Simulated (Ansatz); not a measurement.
# Hf2Ru: the cost of one run

Method: DFT PBE, scalar-relativistic, plane waves, PAW, in Ansatz 0.2.0.

### 1 The system as given

It takes space group Fd-3m (No. 227, cubic). The conventional cell has a = 7.491 Å, b = 7.491 Å, c = 7.491 Å, α = 90.00°, β = 90.00°, γ = 90.00°. Hf (site symmetry -3m) is surrounded by 6 Hf at 2.65 Å. Ru (site symmetry -43m) has 12 Hf at 3.11 Å and 4 Ru at 3.24 Å as nearest neighbours.

As a file:

```
Hf Ru
1.0
     0.00000    3.74564    3.74564
     3.74564    0.00000    3.74564
     3.74564    3.74564    0.00000
Hf Ru
4 2
Cartesian
  4.6820 4.6820 4.6820
  4.6820 2.8092 2.8092
  2.8092 2.8092 4.6820
  2.8092 4.6820 2.8092
  0.0000 0.0000 0.0000
  1.8728 1.8728 1.8728
```

This is candidate A: cubic Laves (C15) type (Fd-3m, No. 227).

(A quick probe on a coarse mesh, which set the mesh and smearing, is not shown.)

### 3 Coarse relaxation (candidate A)

input.yaml

```yaml
crystal:
  lattice:
    - [0.0, 3.745639325, 3.745639325]
    - [3.745639325, 0.0, 3.745639325]
    - [3.745639325, 3.745639325, 0.0]
  atoms:
    - { symbol: Hf, position: [0.625, 0.625, 0.625] }
    - { symbol: Hf, position: [0.125, 0.625, 0.625] }
    - { symbol: Hf, position: [0.625, 0.625, 0.125] }
    - { symbol: Hf, position: [0.625, 0.125, 0.625] }
    - { symbol: Ru, position: [0.0, 0.0, 0.0] }
    - { symbol: Ru, position: [0.25, 0.25, 0.25] }
basis:
  ecutwfc: 420
kpoints:
  mp_grid: { grid: [4, 4, 4] }
hamiltonian:
  xc: pbe
scf:
  occupations: { method: gaussian, width: 0.1 }
  lower_state_search: "off"
output:
  forces: true
  stress: true
  eigenvalues: true
relax:
  adjacent_minimum: "off"
  f_tol: 0.04
  max_steps: 70
  cell: { stress_tol: 0.4 }
```

Started as:

```bash
ansatz run input.yaml --threads 1 --pin off --max-ram 2560MiB --backend cpu --events-out ev --progress --plain --runs-dir out
```

Q: Estimate wall time and peak memory on 1 thread of Arm Neoverse V1, shared host.

About 30 s, with a peak of 0.43 GiB.
